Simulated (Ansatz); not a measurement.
# WC: the cost of one run

Program: Ansatz 0.2.0. Level of theory: DFT LDA, scalar-relativistic, plane waves, PAW. These are calculated values, not measurements.

### 1 The structure to begin with

It takes space group P-6m2 (No. 187, hexagonal). Conventional cell: a = 2.906 Å, b = 2.906 Å, c = 2.837 Å, α = 90.00°, β = 90.00°, γ = 120.00°. W (site symmetry -6m2) has 6 C at 2.20 Å as nearest neighbours. Around C (site symmetry -6m2) lie 6 W at 2.20 Å.

Structure file:

```
CELL_PARAMETERS angstrom
2.90600 0.00000 0.00000
-1.45300 2.51667 0.00000
0.00000 0.00000 2.83700
ATOMIC_POSITIONS crystal
W 0.00000 0.00000 0.00000
C 0.33333 0.66667 0.50000
```

### 2 Relaxing cell and atoms: WC, no spin

input.yaml

```yaml
crystal:
  lattice:
    - [2.906, 0.0, 0.0]
    - [-1.453, 2.51666982, 0.0]
    - [0.0, 0.0, 2.837]
  atoms:
    - { symbol: W, position: [0.0, 0.0, 0.0] }
    - { symbol: C, position: [0.3333333333, 0.6666666667, 0.5] }
scf:
  occupations: { method: gaussian, width: 0.1 }
output:
  forces: true
  stress: true
  eigenvalues: true
  write_density: true
  write_potential: true
  elf: true
  volumetric_format: npy
hamiltonian:
  xc: lda
relax:
  f_tol: 0.003
  max_steps: 60
  cell: { stress_tol: 0.02 }
kpoints:
  mp_grid: { grid: [18, 18, 18] }
```

Run with:

```bash
ansatz run input.yaml --threads 8 --pin off --max-ram 24576MiB --backend cpu --events-out ev --progress --plain --runs-dir out
```

Q: Estimate wall time and peak memory on 8 threads of Arm Neoverse N1, shared host.

About 23 s, with a peak of 0.54 GiB.
